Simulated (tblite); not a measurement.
# C3H9BrSi3: the cost of one run

The runs use tblite 0.8.0 and PySCF 2.14.0, with density-fitted response routines of our own; the level of theory stands in each step. All values are computed, except where a source is named. Atoms count from 0, in the outputs and in this text.

### Step 1. Starting geometry

16 atoms, charge 0, multiplicity 1; geometry from: force field or distance geometry start.

Bonds of the start (Å): Si0–C1 1.83, C1–C2 1.21, C2–Si3 1.82, Si3–C4 1.83, C4–Si5 1.88, C4–Br6 1.93, Si0–H7 1.46, Si0–H8 1.49, Si0–H9 1.46, Si3–H10 1.48, Si3–H11 1.49, C4–H12 1.13, Si5–H13 1.48, Si5–H14 1.49, Si5–H15 1.44.

### Step 2. Optimising the geometry with GFN2-xTB

Job settings and geometry (Å):

```
{"job": {"kind": "relax", "xc": "GFN2-xTB", "basis": "xTB"}, "charge": 0, "multiplicity": 1}
Si     3.986400     0.391500     0.080500
C      2.241300    -0.048100     0.417000
C      1.100500    -0.356500     0.682000
Si    -0.624200    -0.796600     1.075900
C     -1.710600    -0.516900    -0.374000
Si    -3.127500     0.584800     0.185300
Br    -0.797300     0.177100    -1.929600
H      4.071900     0.881300    -1.288100
H      4.429900     1.501900     0.968700
H      4.881900    -0.735800     0.332300
H     -1.121100     0.051900     2.185400
H     -0.706400    -2.205800     1.568000
H     -2.215200    -1.492600    -0.623900
H     -4.112500    -0.220700     0.939800
H     -2.533400     1.497400     1.195900
H     -3.771300     1.296000    -0.891500
```

Run with:

```
$ OMP_NUM_THREADS=1 python probes_run.py task.json out
```

The driver reads the jobs from task.json and runs them one after another.

Q: Estimate the wall time and peak memory of this first job on 1 thread of Arm Neoverse V1, shared host.

About 1.8 s, with a peak of 0.18 GiB.
